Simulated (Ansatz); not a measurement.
# InWS4: the cost of one run

Method: DFT PBE, scalar-relativistic, plane waves, PAW, in Ansatz 0.2.0.

1 further run of the same task is left out (set aside as unsound or not needed).

## 1. The system as given

The structure is cubic, space group F-43m (No. 216). The conventional cell has a = 7.924 Å, b = 7.924 Å, c = 7.924 Å, α = 90.00°, β = 90.00°, γ = 90.00°. In (site symmetry -43m) has 12 S at 3.28 Å and 4 W at 3.43 Å as nearest neighbours. Around W (site symmetry -43m) lie 12 S at 3.29 Å and 4 In at 3.43 Å. Around S (site symmetry 3m) lie 6 S at 2.78 to 2.82 Å and 3 In at 3.28 Å and 3 W at 3.29 Å.

Coordinates:

```
CELL_PARAMETERS angstrom
0.00000 3.96194 3.96194
3.96194 0.00000 3.96194
3.96194 3.96194 0.00000
ATOMIC_POSITIONS crystal
In 0.00000 0.00000 0.00000
W 0.25000 0.25000 0.25000
S 0.12265 0.62578 0.62578
S 0.62578 0.12265 0.62578
S 0.62578 0.62578 0.12265
S 0.62578 0.62578 0.62578
```

The cell is invented: species swapped into a database cell of HoCu4Au (F-43m, No. 216), with W on the Ho sites, S on the Cu sites and In on the Au sites. Lengths come from tabulated atomic sizes and are only a guess.

## 2. Probe: one point on a coarse mesh

Input file input.yaml:

```yaml
crystal:
  lattice:
    - [0.0, 3.96193727, 3.96193727]
    - [3.96193727, 0.0, 3.96193727]
    - [3.96193727, 3.96193727, 0.0]
  atoms:
    - { symbol: In, position: [0.0, 0.0, 0.0] }
    - { symbol: W, position: [0.25, 0.25, 0.25] }
    - { symbol: S, position: [0.12264591, 0.6257847, 0.6257847] }
    - { symbol: S, position: [0.6257847, 0.12264591, 0.6257847] }
    - { symbol: S, position: [0.6257847, 0.6257847, 0.12264591] }
    - { symbol: S, position: [0.6257847, 0.6257847, 0.6257847] }
basis:
  ecutwfc: 420
kpoints:
  mp_grid: { grid: [4, 4, 4] }
hamiltonian:
  xc: pbe
scf:
  occupations: { method: gaussian, width: 0.1 }
  lower_state_search: "off"
output:
  forces: true
  stress: true
  eigenvalues: true
```

The run is started by

```bash
$ ansatz run input.yaml --threads 1 --pin off --max-ram 2560MiB --backend cpu --events-out ev --progress --plain --runs-dir out
```

**Question.** How long does this run take on 1 thread of Intel Xeon at 2.50GHz (Skylake/Cascade Lake), shared host, and how much memory does it need?

About 6.8 s, with a peak of 0.37 GiB.
